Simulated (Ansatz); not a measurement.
# SrMg3O4: the band gap up the ladder of functionals

The task here is to estimate one member of a computed series from the others.

Code: Ansatz 0.2.0. PAW datasets, plane waves. All values are calculated for a non-magnetic cell, which may be hypothetical.

## Starting point

The cell was relaxed beforehand with r2SCAN.

It is tetragonal, I4/mmm (No. 139); conventional cell a = 4.624 Å, c = 8.765 Å, 11.71 Å³ an atom. Near Mg stand 6 O at 2.19–2.32 Å; near O stand 4 Mg at 2.19–2.31 Å and 2 Sr at 2.31 Å; near Mg stand 6 O at 1.99–2.31 Å; near O stand 5 Mg at 1.99–2.32 Å and 1 Sr at 2.40 Å; near Sr stand 6 O at 2.31–2.40 Å.

Coordinates:

Space group I4/mmm (No. 139). a = 4.624 Å, b = 4.624 Å, c = 8.765 Å, α = 90.00°, β = 90.00°, γ = 90.00°
| atom | site | symmetry | x | y | z |
| --- | --- | --- | --- | --- | --- |
| Mg | 4d | -4m2 | 0.0000 | 0.5000 | 0.2500 |
| O | 4c | mmm. | 0.0000 | 0.5000 | 0.0000 |
| Mg | 2a | 4/mmm | 0.0000 | 0.0000 | 0.0000 |
| O | 4e | 4mm | 0.5000 | 0.5000 | 0.2732 |
| Sr | 2b | 4/mmm | 0.5000 | 0.5000 | 0.0000 |

The first run:

File input.yaml:

```yaml
crystal:
  lattice:
    - [-2.3118551072, 2.3118551072, 4.382657237]
    - [2.3118551072, -2.3118551072, 4.382657237]
    - [2.3118551072, 2.3118551072, -4.382657237]
  atoms:
    - { symbol: Mg, position: [0.75, 0.25, 0.5] }
    - { symbol: O, position: [0.5, 0.0, 0.5] }
    - { symbol: Mg, position: [0.0, 0.0, 0.0] }
    - { symbol: O, position: [0.7732402591, 0.7732402591, 0.0] }
    - { symbol: Mg, position: [0.25, 0.75, 0.5] }
    - { symbol: O, position: [0.0, 0.5, 0.5] }
    - { symbol: Sr, position: [0.5, 0.5, 0.0] }
    - { symbol: O, position: [0.2267597409, 0.2267597409, 0.0] }
kpoints:
  mp_grid: { grid: [8, 8, 8] }
  band_path:
    path:
      - [[0.0, 0.0, 0.0], [1.823333002699e-17, 2.978970658782e-17, 0.5], [0.25, 0.25, 0.25], [4.06415786441e-17, 0.5, 3.003741427731e-17], [0.0, 0.0, 0.0], [0.5, 0.5, -0.5], [0.3195642679975, 0.6804357320025, -0.3195642679975]]
      - [[-0.3195642679975, 0.3195642679975, 0.3195642679975], [0.0, 0.0, 0.0]]
      - [[1.823333002699e-17, 2.978970658782e-17, 0.5], [-0.139128535995, 0.139128535995, 0.5]]
      - [[0.5, 0.5, -0.139128535995], [0.5, 0.5, -0.5]]
    npoints: 10
hamiltonian:
  xc: pbe
scf:
  occupations: { method: fermi_dirac, width: 0.02 }
  n_extra_bands: 6
output:
  forces: true
  stress: true
  eigenvalues: true
  write_density: true
  write_potential: true
  elf: true
  volumetric_format: npy
```

Command:

```console
$ ansatz run input.yaml --threads 2 --pin off --max-ram 29491MiB --backend cpu --events-out ev --progress --plain --runs-dir out
```

Steps of the session up to this table: PBE band path; Single point with r2SCAN; Single point with HSE06; Single point with PBE+SOC; PBE0.

One of the session's tables, all rows but one given; the rest of the session is left out.

```
  level  gap (eV)
    PBE      2.67
 r2SCAN      3.45
  HSE06      4.33
PBE+SOC         ?
   PBE0      5.06
```

**Question.** Estimate the row for PBE+SOC.

The run gave: gap (eV): 2.61. In the column «gap (eV)» it is the lowest.

Meshes: PBE 8×8×8, r2SCAN 8×8×8, HSE06 4×4×4, PBE+SOC 8×8×8, PBE0 4×4×4

What this shows: The gap runs from 2.61 eV (PBE+SOC) to 5.06 eV (PBE0). Against HSE06, PBE is short by 1.66 eV, at 62 % of it, and r2SCAN 80 %. PBE0 lies 0.73 eV above HSE06, which differs from it by screening the long-range exchange.

Caveats from the session: Warnings in the runs' records: stress scf threshold loose, stress exchange threshold loose.
